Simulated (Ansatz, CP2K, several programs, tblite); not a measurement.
Energy against volume for LiBiSe2 as one 4-atom ordering (R-3m) on the rocksalt lattice, at fixed shape and fractional coordinates, computed by several methods (PBE and r2SCAN, where shown, with plane waves in Ansatz); the cell shown is that of r2SCAN. With free coordinates or axes held, a curve is too stiff, and on another method's shape its minimum isn't the method's own volume. The symmetry is R-3m (No. 166, trigonal); a = 4.120 Å, c = 19.840 Å in the conventional setting, 24.30 Å³ an atom. Li has 6 Se at 2.85 Å; Bi has 6 Se at 2.95 Å; Se has 3 Li at 2.85 Å and 3 Bi at 2.95 Å. All values are calculated for a non-magnetic cell, which may be hypothetical. Energies count from each curve's lowest point; fits are third-order Birch-Murnaghan.

```
Li Bi Se
1.0
     2.05991    1.18929    6.61340
    -2.05991    1.18929    6.61340
     0.00000   -2.37858    6.61340
Li Bi Se
1 1 2
Direct
  0.00000 0.00000 0.00000
  0.50000 0.50000 0.50000
  0.25433 0.25433 0.25433
  0.74567 0.74567 0.74567
```

GFN2-xTB (tblite), on the shape of the cell shown, as a cluster of 108 atoms at the zone centre:
```
V (Å³/atom)  E (meV/atom)
     21.386         11.19
     22.844          0.00
     24.303         25.57
     25.761         77.31
     27.219        145.23
```
V₀ = 22.48 Å³ an atom and B₀ = 69 GPa.

PBE/DZVP (CP2K), on the shape of the cell shown:
```tsv
V (Å³/atom)	E (meV/atom)
21.386	106.16
22.844	31.05
24.303	0.00
25.761	1.05
27.219	25.49
```
V₀ = 24.96 Å³ an atom and B₀ = 52 GPa.

PBE/SZV (CP2K), on the shape of the cell shown:
```csv
V (Å³/atom),E (meV/atom)
21.386,264.42
22.844,127.15
24.303,46.59
25.761,7.83
27.219,0.00
```
V₀ = 26.92 Å³ an atom and B₀ = 49 GPa. The lowest point lies at an end of the range, so the fit is barely bracketed.

GFN1-xTB (tblite), on the shape of the cell shown, as a cluster of 108 atoms at the zone centre:
```
V (Å³/atom)  E (meV/atom)
     21.386          0.00
     22.844          9.97
     24.303         59.50
     25.761        138.51
     27.219        239.07
```
V₀ = 21.79 Å³ an atom and B₀ = 80 GPa. The lowest point lies at an end of the range, so the fit is barely bracketed.

PBE, on the shape of its own relaxed cell:
```csv
V (Å³/atom),E (meV/atom)
23.095,16.53
23.832,3.99
24.569,0.00
25.306,3.29
26.043,12.76
```
V₀ = 24.58 Å³ an atom and B₀ = 52 GPa.
